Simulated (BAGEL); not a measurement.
**Si2H3Cl2 (SMILES Cl[SiH][SiH2]Cl) at UHF/cc-pVDZ (density fitting with qzvpp-jkfit)**

What is the vertical doublet–quartet gap of Si2H3Cl2 at UHF/cc-pVDZ (density fitting with qzvpp-jkfit)? 

The results are computed with BAGEL 1.2.2.

6 further runs of the same task are left out: 5 that didn't finish, 1 set aside as unsound or not needed.

## 1. The system as given

Si2H3Cl2 has 7 atoms, charge 0, and is taken as a doublet. SMILES: `Cl[SiH][SiH2]Cl`. Geometry: relaxed at PBE0-D4/def2-TZVP. This is one conformer, not always the lowest.

Bond lengths: Cl1–Si2 2.062 Å, Si2–Si3 2.336 Å, Si3–Cl4 2.060 Å, Si2–H5 1.490 Å, Si3–H6 1.485 Å, Si3–H7 1.482 Å. Angles: Cl1–Si2–Si3 109.1°, Si2–Si3–Cl4 106.7°, Cl1–Si2–H5 107.9°, Si3–Si2–H5 113.8°, Si2–Si3–H6 113.3°, Si2–Si3–H7 110.1°, Cl4–Si3–H6 108.2°, Cl4–Si3–H7 108.8°, H6–Si3–H7 109.5°.

## 2. The energy at UHF/cc-pVDZ (density fitting with qzvpp-jkfit)

calc.json reads:

```json
{ "bagel" : [

{
  "title" : "molecule",
  "basis" : "cc-pvdz.json",
  "df_basis" : "qzvpp-jkfit",
  "angstrom" : true,
  "geometry" : [
    { "atom" : "Cl", "xyz" : [       1.207900,       0.835500,      -2.379100 ] },
    { "atom" : "Si", "xyz" : [       0.658900,       1.167400,      -0.419000 ] },
    { "atom" : "Si", "xyz" : [      -0.196500,      -0.811400,       0.480700 ] },
    { "atom" : "Cl", "xyz" : [      -0.796700,      -0.378300,       2.403100 ] },
    { "atom" : "H", "xyz" : [      -0.305200,       2.302800,      -0.399800 ] },
    { "atom" : "H", "xyz" : [      -1.369800,      -1.336900,      -0.263300 ] },
    { "atom" : "H", "xyz" : [       0.862700,      -1.847200,       0.531800 ] }
  ]
},

{ "title" : "uhf", "nopen" : 1 },

{ "title" : "print", "file" : "orbitals.molden", "orbitals" : true }

]}
```

The basis set cc-pVDZ is read from a file made from the Basis Set Exchange's data (not shown).

Started as:

```console
$ BAGEL_NUM_THREADS=1 BAGEL calc.json > calc.out
```

The program printed:

```text
* using 1 threads per process

  ===============================================================
  ===============================================================

  *** Geometry ***

  { "atom" : "Cl", "xyz" : [      2.282600,      1.578866,     -4.495847 ] },
  { "atom" : "Si", "xyz" : [      1.245141,      2.206066,     -0.791795 ] },
  { "atom" : "Si", "xyz" : [     -0.371331,     -1.533324,      0.908391 ] },
  { "atom" : "Cl", "xyz" : [     -1.505545,     -0.714883,      4.541201 ] },
  { "atom" : "H", "xyz" : [     -0.576744,      4.351661,     -0.755513 ] },
  { "atom" : "H", "xyz" : [     -2.588547,     -2.526375,     -0.497565 ] },
  { "atom" : "H", "xyz" : [      1.630267,     -3.490702,      1.004956 ] },

  Number of auxiliary basis functions:      566

  Since a DF basis is specified, we compute 2- and 3-index integrals:
    o Being stored without compression. Storage requirement is 0.034 GB

  Number of basis functions:       87
  Number of electrons      :       65

    * METHOD: MOLECULE                             0.34

  *** Open-shell HF ***

  === Nuclear Repulsion ===
   304.6101169918

      * DIIS with orbital gradients will be used.

  === UHF iteration (cc-pvdz.json) ===
      0      -1498.60379151          0.01132767           0.23
      1      -1498.66895822          0.00445155           0.22
      2      -1498.67733170          0.00161341           0.23
      3      -1498.67885044          0.00076140           0.22
      4      -1498.67924365          0.00022219           0.23
      5      -1498.67930090          0.00009384           0.22
      6      -1498.67931881          0.00002576           0.23
      7      -1498.67932178          0.00001302           0.22
      8      -1498.67932288          0.00000442           0.22
      9      -1498.67932294          0.00000181           0.22
     10      -1498.67932294          0.00000065           0.22
     11      -1498.67932295          0.00000025           0.22
     12      -1498.67932295          0.00000011           0.22
     13      -1498.67932295          0.00000004           0.22
     14      -1498.67932295          0.00000002           0.22
     15      -1498.67932295          0.00000001           0.22
     16      -1498.67932295          0.00000001           0.22
    * SCF iteration converged.

    * S^2 (UHF) is 0.7570

    * Permanent dipole moment:
           (   -0.017425,     0.044758,    -0.021552) a.u.

    * METHOD: UHF                                  4.03

    * METHOD: PRINT                                0.02

  ===============================================================
```

Run time: 4.5 s. Hardware: 1 thread of Arm Neoverse V1, shared host; peak memory 0.15 GiB.

## 3. The quartet at the same level

hf.json reads:

```json
{ "bagel": [

{
  "title": "molecule",
  "basis": "cc-pvdz.json",
  "df_basis": "qzvpp-jkfit",
  "angstrom": "true",
  "geometry": [
    { "atom": "Cl", "xyz": [       1.207900,       0.835500,      -2.379100 ] },
    { "atom": "Si", "xyz": [       0.658900,       1.167400,      -0.419000 ] },
    { "atom": "Si", "xyz": [      -0.196500,      -0.811400,       0.480700 ] },
    { "atom": "Cl", "xyz": [      -0.796700,      -0.378300,       2.403100 ] },
    { "atom": "H", "xyz": [      -0.305200,       2.302800,      -0.399800 ] },
    { "atom": "H", "xyz": [      -1.369800,      -1.336900,      -0.263300 ] },
    { "atom": "H", "xyz": [       0.862700,      -1.847200,       0.531800 ] }
  ]
},

{
  "title": "uhf",
  "charge": 0,
  "nopen": 3
},

{
  "title": "print",
  "file": "orbitals.molden",
  "orbitals": "true"
}

]}
```

The basis set cc-pVDZ is read from a file made from the Basis Set Exchange's data (not shown).

Started as:

```console
$ BAGEL_NUM_THREADS=1 BAGEL hf.json > hf.out
```

The program printed:

```text
* using 1 threads per process

  ===============================================================
  ===============================================================

  *** Geometry ***

  { "atom" : "Cl", "xyz" : [      2.282600,      1.578866,     -4.495847 ] },
  { "atom" : "Si", "xyz" : [      1.245141,      2.206066,     -0.791795 ] },
  { "atom" : "Si", "xyz" : [     -0.371331,     -1.533324,      0.908391 ] },
  { "atom" : "Cl", "xyz" : [     -1.505545,     -0.714883,      4.541201 ] },
  { "atom" : "H", "xyz" : [     -0.576744,      4.351661,     -0.755513 ] },
  { "atom" : "H", "xyz" : [     -2.588547,     -2.526375,     -0.497565 ] },
  { "atom" : "H", "xyz" : [      1.630267,     -3.490702,      1.004956 ] },

  Number of auxiliary basis functions:      566

  Since a DF basis is specified, we compute 2- and 3-index integrals:
    o Being stored without compression. Storage requirement is 0.034 GB

  Number of basis functions:       87
  Number of electrons      :       65

    * METHOD: MOLECULE                             0.34

  *** Open-shell HF ***

  === Nuclear Repulsion ===
   304.6101169918

      * DIIS with orbital gradients will be used.

  === UHF iteration (cc-pvdz.json) ===
      0      -1498.34848209          0.01212324           0.23
      1      -1498.43280103          0.00569084           0.23
      2      -1498.44953872          0.00252661           0.23
      3      -1498.45474165          0.00172502           0.23
      4      -1498.45794952          0.00074009           0.23
      5      -1498.45889198          0.00040951           0.23
      6      -1498.45938110          0.00019939           0.23
      7      -1498.45954231          0.00012814           0.23
      8      -1498.45964504          0.00007130           0.23
      9      -1498.45967529          0.00004737           0.23
     10      -1498.45969145          0.00002597           0.23
     11      -1498.45969649          0.00001626           0.23
     12      -1498.45969823          0.00000878           0.23
     13      -1498.45969852          0.00000468           0.23
     14      -1498.45969859          0.00000283           0.23
     15      -1498.45969861          0.00000172           0.23
     16      -1498.45969862          0.00000090           0.23
     17      -1498.45969862          0.00000053           0.23
     18      -1498.45969862          0.00000037           0.23
     19      -1498.45969862          0.00000026           0.23
     20      -1498.45969862          0.00000019           0.23
     21      -1498.45969862          0.00000012           0.23
     22      -1498.45969862          0.00000007           0.23
     23      -1498.45969862          0.00000004           0.23
     24      -1498.45969862          0.00000002           0.23
     25      -1498.45969862          0.00000002           0.27
     26      -1498.45969862          0.00000001           0.27
     27      -1498.45969862          0.00000001           0.26
    * SCF iteration converged.

    * S^2 (UHF) is 3.7618

    * Permanent dipole moment:
           (    0.117325,     0.054884,    -0.064628) a.u.

    * METHOD: UHF                                  6.79

    * METHOD: PRINT                                0.02

  ===============================================================
```

Wall time 7.5 s (1 thread of Arm Neoverse V1, shared host); peak memory 0.15 GiB.

## 4. Summary of results

At UHF/cc-pVDZ (density fitting with qzvpp-jkfit):

| quantity | value |
| --- | --- |
| doublet: total energy | -1498.67932 Eh |
| doublet: dipole moment | 0.13 D |
| doublet: ⟨S²⟩ | 0.757 |
| quartet: total energy | -1498.45970 Eh |
| quartet: dipole moment | 0.37 D |
| quartet: ⟨S²⟩ | 3.762 |
| vertical energy of the quartet above the doublet | 5.976 eV |

What this shows: At this shape the quartet lies 5.98 eV (577 kJ/mol) above the doublet.
